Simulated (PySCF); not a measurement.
# A gas-phase reaction: FH3OSSi → FH2OSi + HS

Aim: the reaction energy of `O[SiH](F)S` → `O[SiH]F` + `[SH]`.

Programs: PySCF 2.14.0. All values are calculated, for the isolated system unless a continuum is named. Atoms count from 0, parts from 1.

### 1 Starting point

Each species was relaxed by itself at PBE0-D3(BJ)/def2-SVPD.

### 2 Reaction energy: wB97M-D3(BJ)/def2-TZVPD

Job settings and geometry (Å):

```
{"job": {"kind": "react", "xc": "wB97M-D3(BJ)", "basis": "def2-TZVPD"}, "charge": 0, "multiplicity": 1}
-1 FH3OSSi charge 0 multiplicity 1
O     -1.641170    -0.346820    -0.041710
Si    -0.182190     0.399140     0.128440
F      0.283450     1.157840    -1.239810
S      1.294540    -1.083240     0.551080
H     -1.711140    -1.121530    -0.605730
H     -0.355620     1.443240     1.155950
H      2.320880    -0.314760     0.121770

+1 FH2OSi charge 0 multiplicity 2
O     -0.878670     0.054140     0.715230
Si     0.460360     0.391290    -0.212320
F      1.270030    -0.997600    -0.555450
H     -0.767320    -0.295030     1.603280
H     -0.079020     0.915040    -1.504520

+1 HS charge 0 multiplicity 2
S      0.675110    -0.003800     0.014760
H     -0.679300    -0.000870    -0.014740
```

Level: wB97M-D3(BJ)/def2-TZVPD reaction energy of separated species, gas phase.

Started as:

```sh
$ OMP_NUM_THREADS=1 python cluster_run.py task.json out
```

This one command runs all jobs of the session in turn.

Standard output:

```text
species 1 (FH3OSSi)
coarse grid: 30624 points
cycle   1  E = -864.7995882918  dE =  2.633e-01  |g| = 8.323e-01  |ddm| = 2.014e+00
cycle   2  E = -864.7902058929  dE =  9.382e-03  |g| = 9.558e-01  |ddm| = 9.376e-01
cycle   3  E = -864.9292167959  dE = -1.390e-01  |g| = 4.972e-02  |ddm| = 4.708e-01
cycle   4  E = -864.9298325527  dE = -6.158e-04  |g| = 2.103e-02  |ddm| = 6.953e-02
cycle   5  E = -864.9299491406  dE = -1.166e-04  |g| = 4.614e-03  |ddm| = 2.322e-02
cycle   6  E = -864.9299571151  dE = -7.974e-06  |g| = 9.085e-04  |ddm| = 8.010e-03
final grid: 62600 points
cycle   7  E = -864.9299683583  dE = -6.445e-07  |g| = 5.353e-04  |ddm| = 2.731e-03
cycle   8  E = -864.9299684303  dE = -7.198e-08  |g| = 4.972e-04  |ddm| = 7.909e-04
cycle   9  E = -864.9299684694  dE = -3.913e-08  |g| = 9.478e-05  |ddm| = 2.591e-04
cycle  10  E = -864.9299684750  dE = -5.560e-09  |g| = 4.238e-05  |ddm| = 1.824e-04
cycle  11  E = -864.9299684758  dE = -7.976e-10  |g| = 7.096e-06  |ddm| = 7.813e-05
converged SCF energy = -864.9299684758

species 2 (FH2OSi)
coarse grid: 21840 points
cycle   1  E = -465.8545394967  dE =  1.110e-01  |g| = 5.758e-01  |ddm| = 1.158e+00
cycle   2  E = -465.8238312561  dE =  3.071e-02  |g| = 7.038e-01  |ddm| = 6.400e-01
cycle   3  E = -465.9767170769  dE = -1.529e-01  |g| = 2.619e-02  |ddm| = 3.231e-01
cycle   4  E = -465.9773771029  dE = -6.600e-04  |g| = 1.010e-02  |ddm| = 5.371e-02
cycle   5  E = -465.9775053944  dE = -1.283e-04  |g| = 4.857e-03  |ddm| = 2.163e-02
cycle   6  E = -465.9775305816  dE = -2.519e-05  |g| = 2.880e-03  |ddm| = 9.711e-03
cycle   7  E = -465.9775397206  dE = -9.139e-06  |g| = 8.856e-04  |ddm| = 6.481e-03
final grid: 45488 points
cycle   8  E = -465.9774921781  dE = -1.234e-06  |g| = 6.776e-04  |ddm| = 2.081e-03
cycle   9  E = -465.9774924851  dE = -3.071e-07  |g| = 7.157e-04  |ddm| = 1.137e-03
cycle  10  E = -465.9774926787  dE = -1.936e-07  |g| = 1.732e-04  |ddm| = 3.899e-04
cycle  11  E = -465.9774927720  dE = -9.331e-08  |g| = 4.306e-05  |ddm| = 8.070e-04
cycle  12  E = -465.9774927742  dE = -2.161e-09  |g| = 5.349e-06  |ddm| = 1.334e-04
cycle  13  E = -465.9774927742  dE = -5.264e-11  |g| = 1.965e-06  |ddm| = 1.573e-05
converged SCF energy = -465.9774927742

species 3 (HS)
coarse grid: 8792 points
cycle   1  E = -398.7900323747  dE = -1.827e-01  |g| = 1.101e-01  |ddm| = 6.686e-01
cycle   2  E = -398.7978396847  dE = -7.807e-03  |g| = 4.533e-02  |ddm| = 1.088e-01
cycle   3  E = -398.7989992168  dE = -1.160e-03  |g| = 8.709e-03  |ddm| = 3.586e-02
cycle   4  E = -398.7990661394  dE = -6.692e-05  |g| = 2.926e-03  |ddm| = 1.029e-02
cycle   5  E = -398.7990736343  dE = -7.495e-06  |g| = 7.603e-04  |ddm| = 3.579e-03
final grid: 17120 points
cycle   6  E = -398.7990833604  dE = -6.090e-07  |g| = 3.347e-04  |ddm| = 9.659e-04
cycle   7  E = -398.7990834722  dE = -1.119e-07  |g| = 1.558e-04  |ddm| = 4.371e-04
cycle   8  E = -398.7990834938  dE = -2.151e-08  |g| = 6.864e-05  |ddm| = 1.753e-04
cycle   9  E = -398.7990835024  dE = -8.667e-09  |g| = 1.055e-05  |ddm| = 1.535e-04
cycle  10  E = -398.7990835027  dE = -3.007e-10  |g| = 2.039e-06  |ddm| = 2.989e-05
converged SCF energy = -398.7990835027

Reaction energy = 97.975 kcal/mol
```

Wall time 42 s (1 thread of Arm Neoverse N1, shared host); peak memory 0.65 GiB.

Species by species (with the dispersion term, which the log's SCF energies lack):

```tsv
ν	species	energy (Eh)	HOMO (eV)
-1	O[SiH](F)S	-864.93660	-10.29
+1	O[SiH]F	-465.98079	-8.45
+1	[SH]	-398.79967	-9.80
```

### 3 Energies of the species: PBE0-D3(BJ)/def2-TZVPD

The job, as its differences from that of step 2:

```diff
@@ -1,2 +1,2 @@
-{"job": {"kind": "react", "xc": "wB97M-D3(BJ)", "basis": "def2-TZVPD"}, "charge": 0, "multiplicity": 1}
+{"job": {"kind": "react", "xc": "PBE0", "basis": "def2-TZVPD", "disp": "d3bj"}, "charge": 0, "multiplicity": 1}
 -1 FH3OSSi charge 0 multiplicity 1
```

Level: PBE0-D3(BJ)/def2-TZVPD reaction energy of separated species, gas phase.

Standard output:

```text
species 1 (FH3OSSi)
coarse grid: 7280 points
cycle   1  E = -864.2449852962  dE =  3.163e-01  |g| = 8.602e-01  |ddm| = 2.077e+00
cycle   2  E = -864.0470744976  dE =  1.979e-01  |g| = 1.384e+00  |ddm| = 1.196e+00
cycle   3  E = -864.3697857555  dE = -3.227e-01  |g| = 7.749e-02  |ddm| = 7.686e-01
cycle   4  E = -864.3708866382  dE = -1.101e-03  |g| = 4.339e-02  |ddm| = 9.750e-02
cycle   5  E = -864.3712412233  dE = -3.546e-04  |g| = 9.693e-03  |ddm| = 3.323e-02
cycle   6  E = -864.3712540258  dE = -1.280e-05  |g| = 4.361e-03  |ddm| = 7.441e-03
cycle   7  E = -864.3712570317  dE = -3.006e-06  |g| = 6.336e-04  |ddm| = 2.724e-03
final grid: 62600 points
cycle   8  E = -864.3741775737  dE = -2.941e-05  |g| = 6.051e-03  |ddm| = 2.603e-02
cycle   9  E = -864.3741737667  dE =  3.807e-06  |g| = 7.296e-03  |ddm| = 8.397e-03
cycle  10  E = -864.3741826394  dE = -8.873e-06  |g| = 1.342e-03  |ddm| = 4.759e-03
cycle  11  E = -864.3741829191  dE = -2.797e-07  |g| = 1.822e-04  |ddm| = 8.318e-04
cycle  12  E = -864.3741829275  dE = -8.431e-09  |g| = 5.635e-05  |ddm| = 2.166e-04
cycle  13  E = -864.3741829284  dE = -8.527e-10  |g| = 1.175e-05  |ddm| = 5.185e-05
converged SCF energy = -864.3741829284

species 2 (FH2OSi)
coarse grid: 5040 points
cycle   1  E = -465.4780484295  dE =  1.952e-01  |g| = 6.117e-01  |ddm| = 1.211e+00
cycle   2  E = -465.2012508254  dE =  2.768e-01  |g| = 1.074e+00  |ddm| = 8.418e-01
cycle   3  E = -465.6078998099  dE = -4.066e-01  |g| = 5.324e-02  |ddm| = 5.557e-01
cycle   4  E = -465.6084472186  dE = -5.474e-04  |g| = 4.992e-02  |ddm| = 6.198e-02
cycle   5  E = -465.6092286229  dE = -7.814e-04  |g| = 7.126e-03  |ddm| = 2.523e-02
cycle   6  E = -465.6092519299  dE = -2.331e-05  |g| = 1.420e-03  |ddm| = 7.789e-03
cycle   7  E = -465.6092537336  dE = -1.804e-06  |g| = 4.216e-04  |ddm| = 2.799e-03
final grid: 45488 points
cycle   8  E = -465.6109802421  dE = -2.307e-05  |g| = 2.742e-03  |ddm| = 1.044e-02
cycle   9  E = -465.6109763216  dE =  3.920e-06  |g| = 4.345e-03  |ddm| = 3.194e-03
cycle  10  E = -465.6109824439  dE = -6.122e-06  |g| = 2.531e-04  |ddm| = 2.081e-03
cycle  11  E = -465.6109824658  dE = -2.192e-08  |g| = 4.105e-05  |ddm| = 1.662e-04
cycle  12  E = -465.6109824664  dE = -6.307e-10  |g| = 2.515e-05  |ddm| = 4.178e-05
converged SCF energy = -465.6109824664

species 3 (HS)
coarse grid: 2248 points
cycle   1  E = -398.6058195506  dE = -1.047e-01  |g| = 9.331e-02  |ddm| = 6.807e-01
cycle   2  E = -398.6101598604  dE = -4.340e-03  |g| = 4.773e-02  |ddm| = 1.163e-01
cycle   3  E = -398.6116176504  dE = -1.458e-03  |g| = 2.090e-02  |ddm| = 5.999e-02
cycle   4  E = -398.6118709820  dE = -2.533e-04  |g| = 2.797e-03  |ddm| = 1.772e-02
cycle   5  E = -398.6118771621  dE = -6.180e-06  |g| = 4.068e-04  |ddm| = 3.356e-03
final grid: 17120 points
cycle   6  E = -398.6133033870  dE = -6.663e-06  |g| = 2.952e-03  |ddm| = 1.141e-02
cycle   7  E = -398.6133042891  dE = -9.022e-07  |g| = 2.115e-03  |ddm| = 4.130e-03
cycle   8  E = -398.6133058973  dE = -1.608e-06  |g| = 1.622e-04  |ddm| = 2.009e-03
cycle   9  E = -398.6133059159  dE = -1.863e-08  |g| = 4.236e-05  |ddm| = 1.615e-04
cycle  10  E = -398.6133059176  dE = -1.665e-09  |g| = 1.047e-05  |ddm| = 5.826e-05
cycle  11  E = -398.6133059177  dE = -1.019e-10  |g| = 1.930e-06  |ddm| = 1.595e-05
converged SCF energy = -398.6133059177

Reaction energy = 95.510 kcal/mol
```

Wall time 19 s (1 thread of Arm Neoverse N1, shared host); peak memory 0.62 GiB.

Reaction energy at this level: 95.51 kcal/mol.

### 4 Comparing the runs

Energies in kcal/mol, with wall time:

```tsv
run	reaction	time
wB97M-D3(BJ)/def2-TZVPD	97.98	42 s
PBE0-D3(BJ)/def2-TZVPD	95.51	19 s
```

### 5 What came out

```
                                                quantity                    value
               reaction energy (wB97M-D3(BJ)/def2-TZVPD)           97.98 kcal/mol
                     ΔH, ΔG at 298 K (xTB thermal terms)    +95.6, +85.3 kcal/mol
range of the reaction energy over the runs of this table  95.51 to 97.98 kcal/mol
```

The reaction is endothermic by 95.6 kcal/mol in the gas phase; dispersion gives +1.72, and xTB itself gave 91.13 for the electronic energy (xTB energies and thermal terms come from the earlier relaxation of each species, not shown). No barrier was sought. The reaction energy runs from 95.51 (PBE0-D3(BJ)/def2-TZVPD) to 97.98 kcal/mol (wB97M-D3(BJ)/def2-TZVPD).
